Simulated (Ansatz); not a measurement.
# CH₄ClGaO₂: small, medium and large basis sets

One table from this session's results is given with a row withheld; the runs are named, their logs left out.

Method: one geometry, several basis sets; program: Ansatz 0.2.0, Gaussian basis.

The runs, in order: PBE0-D4/def2-SVP; ωB97M-V/def2-SVP; PBE0-D4/def2-QZVPP; ωB97M-V/def2-QZVPP; the functionals' def2-TZVPP values are taken from earlier runs.

### The relaxed structure

All runs share one geometry, relaxed beforehand with PBE0-D4 in a triple-zeta def2 set.

SMILES `C[O][Ga]([OH])[Cl]`, 9 atoms, charge 0, spin multiplicity 1.

Atoms are counted from 1 here; the program's logs count them from 0.

Bond lengths: C1–O2 1.411 Å, C1–H6 1.095 Å, C1–H7 1.093 Å, C1–H8 1.095 Å, O2–Ga3 1.768 Å, Ga3–O4 1.766 Å, Ga3–Cl5 2.121 Å, O4–H9 0.961 Å. Angles: O2–C1–H6 112.3°, O2–C1–H7 107.9°, O2–C1–H8 112.1°, H6–C1–H7 108.2°, H6–C1–H8 108.1°, H7–C1–H8 108.2°, C1–O2–Ga3 123.4°, O2–Ga3–O4 119.5°, O2–Ga3–Cl5 121.1°, O4–Ga3–Cl5 119.4°, Ga3–O4–H9 112.3°.

Geometry (Å):

```
C     1.1763    0.8907    0.5947
O     0.4386   -0.3084    0.5021
Ga   -0.9515   -0.5155   -0.5708
O    -1.8020   -2.0633   -0.6019
Cl   -1.6140    1.0629   -1.8239
H     1.6134    1.1842   -0.3659
H     1.9909    0.7292    1.3051
H     0.5653    1.7239    0.9585
H    -1.4171   -2.7037    0.0022
```

Set-up of the first run:

Contents of in.yaml:

```yaml
crystal:
  periodic: [false, false, false]
  atoms:
    - {symbol: C, position_ang: [1.176311, 0.890674, 0.594672]}
    - {symbol: O, position_ang: [0.438623, -0.308438, 0.502082]}
    - {symbol: Ga, position_ang: [-0.951514, -0.515537, -0.570850]}
    - {symbol: O, position_ang: [-1.802005, -2.063283, -0.601906]}
    - {symbol: Cl, position_ang: [-1.613998, 1.062901, -1.823888]}
    - {symbol: H, position_ang: [1.613420, 1.184207, -0.365904]}
    - {symbol: H, position_ang: [1.990933, 0.729241, 1.305106]}
    - {symbol: H, position_ang: [0.565345, 1.723920, 0.958506]}
    - {symbol: H, position_ang: [-1.417124, -2.703675, 0.002181]}
basis:
  gaussian: {orbitals: def2-SVP}
hamiltonian: {xc: pbe0, dispersion: d4}
output: {orbitals: {seedname: orbitals}}
```

The run is started by

```bash
$ ansatz run in.yaml --threads 4 --pin off --events-out ev --progress --plain --max-ram 10444MiB
```

Among the steps run: PBE0-D4 in def2-SVP; ωB97M-V in def2-SVP; PBE0-D4 in def2-QZVPP; ωB97M-V in def2-QZVPP.

One table of the session follows, with a row left open; its other results are not shown here.

It belongs to the step «Density functionals: the series». 

```
functional       basis  HOMO (eV)
   PBE0-D4    def2-SVP          ?
   PBE0-D4  def2-TZVPP      -8.31
   PBE0-D4  def2-QZVPP      -8.36
   ωB97M-V    def2-SVP     -10.55
   ωB97M-V  def2-TZVPP     -10.72
   ωB97M-V  def2-QZVPP     -10.78
```

Estimate the missing values for PBE0-D4, def2-SVP.

As computed: HOMO (eV): -8.16. In the column «HOMO (eV)» it is the highest.
